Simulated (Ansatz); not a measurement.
Crystal: WS.

```
W S
1.0
     3.00789    0.00000    0.00000
     0.00000    3.00789    0.00000
     0.00000    0.00000    3.00789
W S
1 1
Direct
  0.50000 0.50000 0.50000
  0.00000 0.00000 0.00000
```

The cell was built by a generator and needn't be a form met in nature.

| Quantity | Value |
| --- | --- |
| Program | Ansatz 0.2.0 |
| Task | relaxation of cell and atoms |
| Functional | PBEsol |
| Dispersion | D3(BJ)-ATM |
| Potentials or basis | Ansatz PAW |
| Cutoff | 420 eV (not typed: the program's choice for these potentials) |
| k mesh | 9 × 9 × 9 |
| Occupations | fermi-dirac, width 0.05 eV |
| Spin | no spin polarisation |

At the start: volume 13.61 Å³/atom.

Q: Where does the relaxation end?

A: It ends after 6 steps and the volume is 12.91 Å³/atom (-5.1 %); space group Pm-3m (No. 221, to 0.05 Å).

Step by step:
```csv
step,energy change (eV),largest force (eV/Å),volume (Å³)
1,0.0000,0.0000,27.21
2,-0.0354,0.0000,24.97
3,-0.0611,0.0000,25.90
4,-0.0614,0.0000,25.82
5,-0.0614,0.0000,25.82
6,-0.0610,0.0000,25.82
```

Final structure:
```xyz
2
Lattice="2.9556 0.0000 0.0000 0.0000 2.9556 0.0000 0.0000 0.0000 2.9556" Properties=species:S:1:pos:R:3 pbc="T T T"
W     1.4778    1.4778    1.4778
S     0.0000    0.0000    0.0000
```

Caveat: the plane-wave basis is chosen anew once the cell has moved, so the energies of steps on either side of that aren't comparable; pairwise dispersion overbinds metals, which lowers pressure and volume; the PAW data sets come from PBE, with cores solved anew for the run's functional, which leaves a small shift of forces and pressure.
